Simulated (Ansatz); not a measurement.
Below is the output of a Python script on Ansatz 0.2.0, Python API that makes a single point in a Gaussian basis of ClFH₄SiSn, SMILES [F][SnH]([SiH3])[Cl]. Write a script that gives it. Settings: r2scan0, def2-SVP basis, multiplicity 1.

```xyz
8

F    -2.2223    1.2303    0.1279
Sn   -0.6320    0.6888   -0.7429
Si    0.6922   -0.6696    0.8664
Cl   -1.0751   -0.6145   -2.6270
H     0.3004    2.0824   -1.2618
H     1.0508    0.1650    2.0549
H     1.9938   -1.1114    0.2332
H    -0.0156   -1.8282    1.2936
```

```console
$ python energy_clfh4sisn.py
reference energy    -29004.815834 eV
total energy        -29004.815834 eV
occupied orbitals outside the frozen core (up, down): [33, 33]  frozen: 0  virtual: [63, 63]
forces (eV/A)
  F    -0.9626    0.3229    0.2055
  Sn    1.6311    0.5227   -0.7310
  Si    1.5206    0.2975    0.2818
  Cl   -0.2497    0.0289   -0.0749
  H    -0.6651   -0.3326    0.0493
  H    -0.1268    0.0002   -0.1438
  H    -0.4370    0.2054    0.0290
  H    -0.7105   -1.0450    0.3841
dipole (D): 2.331 0.109 1.022, length 2.547
atom  Mulliken   Lowdin
F       -0.456   -0.161
Sn       0.870    0.133
Si       0.124    0.220
Cl      -0.312    0.036
H       -0.097   -0.076
H       -0.045   -0.049
H       -0.043   -0.047
H       -0.041   -0.055
HOMO -8.561 eV, LUMO -1.341 eV, gap 7.220 eV
```

The script that was run (others could print the same):

Script `energy_clfh4sisn.py`:
```python
# -*- coding: utf-8 -*-
from pathlib import Path

import ansatz as az
import numpy as np

GEOMETRY = '''
F    -2.22230    1.23030    0.12790
Sn   -0.63200    0.68880   -0.74290
Si    0.69220   -0.66960    0.86640
Cl   -1.07510   -0.61450   -2.62700
H     0.30040    2.08240   -1.26180
H     1.05080    0.16500    2.05490
H     1.99380   -1.11140    0.23320
H    -0.01560   -1.82820    1.29360
'''

molecule = az.Crystal.molecule()
for line in GEOMETRY.strip().splitlines():
    symbol, *xyz = line.split()
    molecule = molecule.atom(symbol, [float(v) for v in xyz])

calc = molecule.calculation().basis(gaussian='def2-SVP').functional('r2scan0').forces().orbitals()
res = calc.run(threads=1, runs_dir='clfh4sisn_runs')
data = res.report

print('reference energy %16.6f eV' % data['reference_energy_ev'])
print('total energy     %16.6f eV' % data['free_energy_ev'])
print('occupied orbitals outside the frozen core (up, down):', data['n_occupied'], ' frozen:', data['n_frozen'], ' virtual:', data['n_virtual'])

symbols = [site.symbol for site in molecule.cartesian_sites]
print('forces (eV/A)')
for symbol, f in zip(symbols, data['forces_ev_ang']):
    print(f'  {symbol:2s} {f[0]:9.4f} {f[1]:9.4f} {f[2]:9.4f}')

charges = data['charge_distribution']
dipole = np.array(charges['dipole_moment_e_ang']) * 4.803205
print('dipole (D): {:.3f} {:.3f} {:.3f}, length {:.3f}'.format(*dipole, np.linalg.norm(dipole)))
print('atom  Mulliken   Lowdin')
for symbol, m, l in zip(symbols, charges['mulliken_charges_e'], charges['lowdin_charges_e']):
    print(f'{symbol:4s} {m:9.3f} {l:8.3f}')

lines = Path(data['orbitals_path']).read_text().splitlines()
field_of = lambda key: [line.split('=')[1].strip() for line in lines if line.startswith(key)]
orbitals = [(27.211386 * float(e), s, float(n)) for e, s, n in zip(field_of('Ene='), field_of('Spin='), field_of('Occup='))]
homo = max(e for e, _, n in orbitals if n > 0.5)
lumo = min(e for e, _, n in orbitals if n < 0.5)
print(f'HOMO {homo:.3f} eV, LUMO {lumo:.3f} eV, gap {lumo - homo:.3f} eV')
```

Caveats:
- Total energies depend on the basis set; only differences at equal settings carry meaning.
- The geometry is a force-field or estimated start, not a minimum of this method, and the basis set is short of its limit.
- def2 sets replace the cores of elements past krypton by effective core potentials.
- The Löwdin charges here are taken after orthogonalising the functions within each atom; they differ from plain Löwdin charges, and their signs can be unphysical.
- Levels such as HOMO and LUMO are orbital energies: with these approximate functionals they aren't the ionisation energy and electron affinity, and their gap isn't the fundamental gap.
- Wall time of the script: 8.6 s on 1 thread of Arm Neoverse V1, on a shared host, peak memory 0.29 GiB.
